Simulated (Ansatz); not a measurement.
# AgRh: the cost of one run

Program: Ansatz 0.2.0. Level of theory: DFT, PBE, PAW with Ansatz's default frozen-core files, scalar-relativistic. These are calculated values, not measurements.

1 further run of the same task is left out (set aside as unsound or not needed).

### 1 Starting point

The structure is hexagonal, space group P-6m2 (No. 187). Conventional cell: a = 2.778 Å, b = 2.778 Å, c = 4.809 Å, α = 90.00°, β = 90.00°, γ = 120.00°. Ag (site symmetry -6m2) has 6 Ag at 2.78 Å and 6 Rh at 2.89 Å as nearest neighbours. Rh (site symmetry -6m2) is surrounded by 6 Rh at 2.78 Å and 6 Ag at 2.89 Å.

Coordinates:

```xyz
2
Lattice="2.7776 0.0000 0.0000 -1.3888 2.4055 0.0000 0.0000 0.0000 4.8086" Properties=species:S:1:pos:R:3 pbc="T T T"
Ag    0.0000    0.0000    2.4043
Rh    1.3888    0.8018    0.0000
```

Atoms are numbered in the order of the input: Ag1, Rh2.

### 2 Free moments from the typed start, PAW

File input.yaml:

```yaml
crystal:
  lattice:
    - [2.7775881998, 0.0, 0.0]
    - [-1.3887940999, 2.4054619423, 0.0]
    - [0.0, 0.0, 4.808602]
  atoms:
    - { symbol: Ag, position: [0.0, 0.0, 0.5] }
    - { symbol: Rh, position: [0.6666666667, 0.3333333333, 0.0], spin: 1.0 }
magnetization:
  spin_polarized: true
kpoints:
  mp_grid: { grid: [14, 14, 7] }
scf:
  occupations: { method: fermi_dirac, width: 0.05 }
hamiltonian:
  xc: pbe
  pseudopotentials: { kind: paw }
output:
  forces: true
  stress: true
  eigenvalues: true
  populations: true
```

Command:

```console
> ansatz run input.yaml --threads 1 --pin off --max-ram 3072MiB --backend cpu --events-out ev --progress --plain --runs-dir out
```

Q: Estimate wall time and peak memory on 1 thread of Arm Neoverse V2, shared host.

About 18 s, with a peak of 0.42 GiB.
